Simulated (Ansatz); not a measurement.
**CHBrFI: up Jacob's ladder to CCSD(T)**

One table from this session's results is given with a row withheld; the runs are named, their logs left out.

Computed with Ansatz 0.2.0, Gaussian basis. Level: functionals in def2-TZVPP, the program's frozen cores in correlated methods.

The runs, in order: LDA (SPW92), PBE-D4, revPBE-D4, BLYP-D4, r2SCAN-D4, B97M-V, PBE0-D4, B3LYP-D4, r2SCANh-D4, r2SCAN0-D4, HSE06-D4, BHLYP-D4, CAM-B3LYP-D4, LC-ωPBE, ωB97X-V, ωB97M-V, B2PLYP, PBE-QIDH; CCSD(T)/def2-SVP; CCSD(T)/def2-TZVPP; MP2/def2-QZVPP; extrapolation to the limit; RPA on PBE.

### The geometry

The geometry comes from an earlier relaxation with PBE0-D4 in a triple-zeta def2 set; it is a stationary point. I takes the def2 core potential; no spin-orbit term is included.

SMILES `FC(Br)I`, 5 atoms, charge 0, spin multiplicity 1.

Atoms are counted from 1 here; the program's logs count them from 0.

Bond lengths: F1–C2 1.340 Å, C2–Br3 1.925 Å, C2–I4 2.140 Å, C2–H5 1.087 Å. Angles: F1–C2–Br3 109.7°, F1–C2–I4 109.8°, F1–C2–H5 110.0°, Br3–C2–I4 112.6°, Br3–C2–H5 107.5°, I4–C2–H5 107.2°.

The first run:

in.yaml

```yaml
crystal:
  periodic: [false, false, false]
  atoms:
    - {symbol: F, position_ang: [0.513587, 0.869509, -1.013353]}
    - {symbol: C, position_ang: [0.025248, 0.160530, 0.013934]}
    - {symbol: Br, position_ang: [1.455591, -0.786425, 0.888457]}
    - {symbol: I, position_ang: [-1.523746, -1.144380, -0.677475]}
    - {symbol: H, position_ang: [-0.420781, 0.827166, 0.747038]}
basis:
  gaussian: {orbitals: def2-TZVPP}
hamiltonian: {xc: lda}
output: {orbitals: {seedname: orbitals}}
```

Steps of the session up to this table: LDA; PBE-D4 (GGA); revPBE-D4 (GGA); BLYP-D4 (GGA); r2SCAN-D4 (meta-GGA); B97M-V (meta-GGA); PBE0-D4 (hybrid); B3LYP-D4 (hybrid); r2SCANh-D4 (hybrid); r2SCAN0-D4 (hybrid); HSE06-D4 (hybrid); BHLYP-D4 (hybrid); CAM-B3LYP-D4 (range-separated); LC-ωPBE-D4 (range-separated; the results give it without D4); ωB97X-V (range-separated); ωB97M-V (range-separated); B2PLYP (double hybrid); PBE-QIDH (double hybrid).

One table of the session follows, with a row left open; its other results are not shown here.

It belongs to the step «Frontier levels by functional». 

| functional | HOMO (eV) | LUMO (eV) | gap (eV) |
| --- | --- | --- | --- |
| LDA (SPW92) | -6.78 | -2.94 | 3.84 |
| PBE-D4 | ? | ? | ? |
| revPBE-D4 | -6.55 | -2.65 | 3.90 |
| BLYP-D4 | -6.43 | -2.64 | 3.79 |
| r2SCAN-D4 | -6.91 | -2.63 | 4.29 |
| B97M-V | -6.93 | -2.53 | 4.40 |
| PBE0-D4 | -7.79 | -1.86 | 5.93 |
| B3LYP-D4 | -7.54 | -2.11 | 5.43 |
| r2SCANh-D4 | -7.34 | -2.30 | 5.04 |
| r2SCAN0-D4 | -7.99 | -1.81 | 6.18 |
| HSE06-D4 | -7.40 | -2.24 | 5.16 |
| BHLYP-D4 | -8.80 | -0.92 | 7.88 |
| CAM-B3LYP-D4 | -9.07 | -0.79 | 8.27 |
| LC-ωPBE | -10.42 | 0.41 | 10.84 |
| ωB97X-V | -10.07 | 0.28 | 10.35 |
| ωB97M-V | -9.94 | 0.15 | 10.09 |

**Question.** Estimate the row for PBE-D4.

**Answer.** HOMO (eV): -6.60; LUMO (eV): -2.73; gap (eV): 3.87. In the column «HOMO (eV)» it lies between LDA (SPW92) (-6.78) and revPBE-D4 (-6.55).
